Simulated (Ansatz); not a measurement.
# C₂H₆FInO: basis-set convergence

The task here is to estimate one member of a computed series from the others.

Program: Ansatz 0.2.0, Gaussian basis. Level of theory: one geometry, several basis sets. These are calculated values, not measurements.

Plan: PBE0-D4/def2-SVP; ωB97M-V/def2-SVP; PBE0-D4/def2-QZVPP; ωB97M-V/def2-QZVPP; the functionals' def2-TZVPP values are taken from earlier runs.

### The relaxed structure

The geometry comes from an earlier relaxation with PBE0-D4 in a triple-zeta def2 set; it is a stationary point, not always the lowest conformer. In takes the def2 core potential; no spin-orbit term is included.

11 atoms, charge 0, spin multiplicity 1.

Atoms are counted from 1 here; the program's logs count them from 0.

Bond lengths: C1–C2 1.521 Å, C1–H6 1.092 Å, C1–H7 1.094 Å, C1–H8 1.092 Å, C2–In3 2.144 Å, C2–H9 1.092 Å, C2–H10 1.092 Å, In3–O4 1.977 Å, In3–F5 1.955 Å, O4–H11 0.960 Å. Angles: C2–C1–H6 112.1°, C2–C1–H7 110.7°, C2–C1–H8 112.1°, H6–C1–H7 107.1°, H6–C1–H8 107.4°, H7–C1–H8 107.1°, C1–C2–In3 115.3°, C1–C2–H9 111.8°, C1–C2–H10 111.8°, In3–C2–H9 105.4°, In3–C2–H10 105.4°, H9–C2–H10 106.5°, C2–In3–O4 134.9°, C2–In3–F5 119.1°, O4–In3–F5 106.0°, In3–O4–H11 113.5°.

As a file:

```xyz
11
charge 0, multiplicity 1
C     0.87290    1.16396    0.57916
C    -0.56746    0.77014    0.29186
In   -0.83034   -1.17320   -0.57483
O     0.38356   -2.64064   -1.10597
F    -2.63648   -1.78775   -0.99982
H     1.48318    1.18121   -0.32666
H     0.91970    2.16532    1.01831
H     1.35337    0.48113    1.28355
H    -1.04701    1.46409   -0.40227
H    -1.17586    0.76763    1.19918
H     1.30983   -2.44889   -0.94192
```

The first run:

Contents of in.yaml:

```yaml
crystal:
  periodic: [false, false, false]
  atoms:
    - {symbol: C, position_ang: [0.872901, 1.163962, 0.579164]}
    - {symbol: C, position_ang: [-0.567459, 0.770135, 0.291857]}
    - {symbol: In, position_ang: [-0.830345, -1.173198, -0.574829]}
    - {symbol: O, position_ang: [0.383559, -2.640644, -1.105975]}
    - {symbol: F, position_ang: [-2.636477, -1.787746, -0.999816]}
    - {symbol: H, position_ang: [1.483185, 1.181205, -0.326659]}
    - {symbol: H, position_ang: [0.919695, 2.165316, 1.018308]}
    - {symbol: H, position_ang: [1.353375, 0.481133, 1.283552]}
    - {symbol: H, position_ang: [-1.047011, 1.464091, -0.402271]}
    - {symbol: H, position_ang: [-1.175857, 0.767635, 1.199184]}
    - {symbol: H, position_ang: [1.309834, -2.448889, -0.941916]}
basis:
  gaussian: {orbitals: def2-SVP}
hamiltonian: {xc: pbe0, dispersion: d4}
output: {orbitals: {seedname: orbitals}}
```

Command:

```sh
$ ansatz run in.yaml --threads 4 --pin off --events-out ev --progress --plain --max-ram 10444MiB
```

Among the steps run: PBE0-D4 in def2-SVP; ωB97M-V in def2-SVP; PBE0-D4 in def2-QZVPP; ωB97M-V in def2-QZVPP.

One of the session's tables, all rows but one given; the rest of the session is left out.

It belongs to the step «Density functionals: the series». 

```
functional       basis  HOMO (eV)
   PBE0-D4    def2-SVP      -7.94
   PBE0-D4  def2-TZVPP      -8.06
   PBE0-D4  def2-QZVPP      -8.09
   ωB97M-V    def2-SVP     -10.12
   ωB97M-V  def2-TZVPP          ?
   ωB97M-V  def2-QZVPP     -10.28
```

**Question.** Estimate the row for ωB97M-V, def2-TZVPP.

**Answer.** HOMO (eV): -10.25. In the column «HOMO (eV)» it lies between ωB97M-V, def2-QZVPP (-10.28) and ωB97M-V, def2-SVP (-10.12).
